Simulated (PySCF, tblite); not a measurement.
# C4H10GeSi: geometry, infrared bands and NMR shifts

Wanted: the infrared bands and NMR shifts of C4H10GeSi (`C[SiH2]CC#[C][GeH3]`), by calculation.

Computed with tblite 0.8.0 and PySCF 2.14.0, with density-fitted response routines of our own, on a single molecule in the gas phase. Atoms count from 0, in the outputs and in this text.

## (1) The molecule as given

16 atoms, charge 0, multiplicity 1; geometry from: force field or distance geometry start.

Bonds of the start (Å): C0–Si1 1.87, Si1–C2 1.87, C2–C3 1.46, C3–C4 1.21, C4–Ge5 1.91, C0–H6 1.11, C0–H7 1.11, C0–H8 1.12, Si1–H9 1.45, Si1–H10 1.47, C2–H11 1.12, C2–H12 1.10, Ge5–H13 1.58, Ge5–H14 1.55, Ge5–H15 1.55.

## (2) Relaxing the molecule with GFN2-xTB

Job settings and geometry (Å):

```
{"job": {"kind": "relax", "xc": "GFN2-xTB", "basis": "xTB"}, "charge": 0, "multiplicity": 1}
C     -2.858300     0.301500     0.648600
Si    -1.747600    -0.032000    -0.812700
C     -0.418700    -1.238500    -0.275100
C      0.871300    -0.572900    -0.104700
C      1.953500    -0.059900     0.059600
Ge     3.663300     0.769700     0.251200
H     -3.779700     0.838100     0.328300
H     -2.338300     0.961700     1.368300
H     -3.156800    -0.652400     1.154400
H     -1.084400     1.178500    -1.261400
H     -2.535100    -0.690700    -1.871100
H     -0.672900    -1.733200     0.696700
H     -0.365300    -1.993900    -1.079500
H      4.744800     0.066300    -0.654900
H      3.639400     2.255000    -0.194900
H      4.077100     0.611500     1.735700
```

Command:

```bash
$ OMP_NUM_THREADS=1 python probes_run.py task.json out
```

This one command runs all jobs of the session in turn.

**Question.** This job is followed by: GFN2-xTB harmonic vibrations, gas phase; GIAO PBE0/pcSseg-1 NMR shielding, non-relativistic, gas phase. What will the session give for the following? strongest single infrared mode (GFN2-xTB); zero-point energy (GFN2-xTB); 13C shifts against TMS (PBE0/pcSseg-1); 1H shifts against TMS (PBE0/pcSseg-1, means over atoms taken as alike); 29Si shifts against TMS (PBE0/pcSseg-1); 73Ge shifts against GeMe4 (PBE0/pcSseg-1).

As calculated:

| quantity | value |
| --- | --- |
| strongest single infrared mode (GFN2-xTB) | 2074 cm⁻¹, 463 km/mol |
| zero-point energy (GFN2-xTB) | 69.8 kcal/mol |
| 13C shifts against TMS (PBE0/pcSseg-1) | 116.1, 76.6, 5.1, -8.3 ppm |
| 1H shifts against TMS (PBE0/pcSseg-1, means over atoms taken as alike) | 4.23, 3.91, 1.83, 0.33 ppm |
| 29Si shifts against TMS (PBE0/pcSseg-1) | -41.3 ppm |
| 73Ge shifts against GeMe4 (PBE0/pcSseg-1) | -284 ppm |

What this shows: The optimisation took 160 steps and gained 0.297 eV; among the close pairs (by a distance rule), Ge5–H13 changed most, from 1.577 to 1.493 Å. The lowest mode is slightly imaginary (7i cm⁻¹), a soft motion within the noise of the Hessian, so the minimum is not strictly shown. The strongest single mode, at 2074 cm⁻¹, moves mainly H13. Unscaled tight-binding wavenumbers are off by several per cent, some by more. Its intensities can rank the bands wrongly. At PBE0/pcSseg-1: The widest tensor belongs to C3: span 305 ppm, with a paramagnetic part of -199 ppm. Spin-orbit coupling is left out, which matters for shieldings and couplings at and beside the heavy atoms.
